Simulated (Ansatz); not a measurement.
**CH₁₁AlBInSi₂: how energies converge with the basis set**

Aim: see how fast density functionals converge with the basis set for CH₁₁AlBInSi₂.

Program: Ansatz 0.2.0, Gaussian basis. Level of theory: one geometry, several basis sets. These are calculated values, not measurements.

Plan: PBE0-D4/def2-SVP; ωB97M-V/def2-SVP; PBE0-D4/def2-QZVPP; ωB97M-V/def2-QZVPP; the functionals' def2-TZVPP values are taken from earlier runs.

**1. Structure used throughout**

The geometry comes from an earlier relaxation with PBE0-D4/def2-TZVP; it is a stationary point, not always the lowest conformer. In takes the def2 core potential; no spin-orbit term is included.

17 atoms, charge 0, spin multiplicity 1.

Atoms are counted from 1 here; the program's logs count them from 0.

Bond lengths: B1–Si2 2.031 Å, B1–In6 2.431 Å, B1–H7 1.270 Å, B1–H8 1.199 Å, B1–H16 1.273 Å, Si2–Al3 2.424 Å, Si2–Si4 2.348 Å, Si2–H9 1.493 Å, Al3–H10 1.599 Å, Al3–H11 1.591 Å, Si4–C5 1.886 Å, Si4–H12 1.496 Å, Si4–H13 1.494 Å, C5–In6 2.133 Å, C5–H14 1.095 Å, C5–H15 1.092 Å, In6–H7 2.029 Å, In6–H16 2.033 Å and more. Angles: Si2–B1–In6 107.6°, Si2–B1–H7 107.9°, Si2–B1–H8 120.3°, Si2–B1–H16 108.5°, In6–B1–H7 56.5°, In6–B1–H8 132.1°, In6–B1–H16 56.7°, H7–B1–H8 104.6°, H7–B1–H16 110.4°, H8–B1–H16 105.0°, B1–Si2–Al3 113.0°, B1–Si2–Si4 100.8°, B1–Si2–H9 114.2°, Al3–Si2–Si4 104.9°, Al3–Si2–H9 114.1°, Si4–Si2–H9 108.4°, Si2–Al3–H10 116.2°, Si2–Al3–H11 126.4° and more.

**2. PBE0-D4 in def2-SVP**

in.yaml reads:

```yaml
crystal:
  periodic: [false, false, false]
  atoms:
    - {symbol: B, position_ang: [-0.559176, -1.625207, 0.670771]}
    - {symbol: Si, position_ang: [1.119331, -0.502843, 0.893440]}
    - {symbol: Al, position_ang: [2.681976, -0.760048, -0.942195]}
    - {symbol: Si, position_ang: [0.239808, 1.659112, 0.638692]}
    - {symbol: C, position_ang: [-1.076376, 1.529219, -0.706273]}
    - {symbol: In, position_ang: [-2.235253, -0.236575, -0.411823]}
    - {symbol: H, position_ang: [-0.825509, -1.687802, -0.568965]}
    - {symbol: H, position_ang: [-0.577035, -2.765807, 1.041222]}
    - {symbol: H, position_ang: [1.746312, -0.599872, 2.245452]}
    - {symbol: H, position_ang: [2.075472, -0.595102, -2.412497]}
    - {symbol: H, position_ang: [4.244710, -1.034419, -0.820802]}
    - {symbol: H, position_ang: [-0.451520, 2.067209, 1.900469]}
    - {symbol: H, position_ang: [1.204657, 2.748210, 0.301606]}
    - {symbol: H, position_ang: [-0.599362, 1.401902, -1.684123]}
    - {symbol: H, position_ang: [-1.722003, 2.407809, -0.759184]}
    - {symbol: H, position_ang: [-1.509847, -1.059199, 1.300216]}
    - {symbol: H, position_ang: [-3.756184, -0.946608, -0.685996]}
basis:
  gaussian: {orbitals: def2-SVP}
hamiltonian: {xc: pbe0, dispersion: d4}
output: {orbitals: {seedname: orbitals}}
```

Command:

```
ansatz run in.yaml --threads 2 --pin off --events-out ev --progress --plain --max-ram 22528MiB --backend cpu
```

Further steps of the session: ωB97M-V in def2-SVP; PBE0-D4 in def2-QZVPP; ωB97M-V in def2-QZVPP.

Q: Predict the results of all the runs planned. Wanted: PBE0-D4: double and triple zeta above quadruple; ωB97M-V: double and triple zeta above quadruple.

As calculated:

| quantity | value |
| --- | --- |
| PBE0-D4: double and triple zeta above quadruple | 10.88, 0.88 eV |
| ωB97M-V: double and triple zeta above quadruple | 11.06, 0.85 eV |

What this shows: For PBE0-D4 the step from double to triple zeta gains 10.00 eV and the next only 0.88 eV. These are total energies; as a rule much of such shifts cancels in differences, which this series doesn't test.
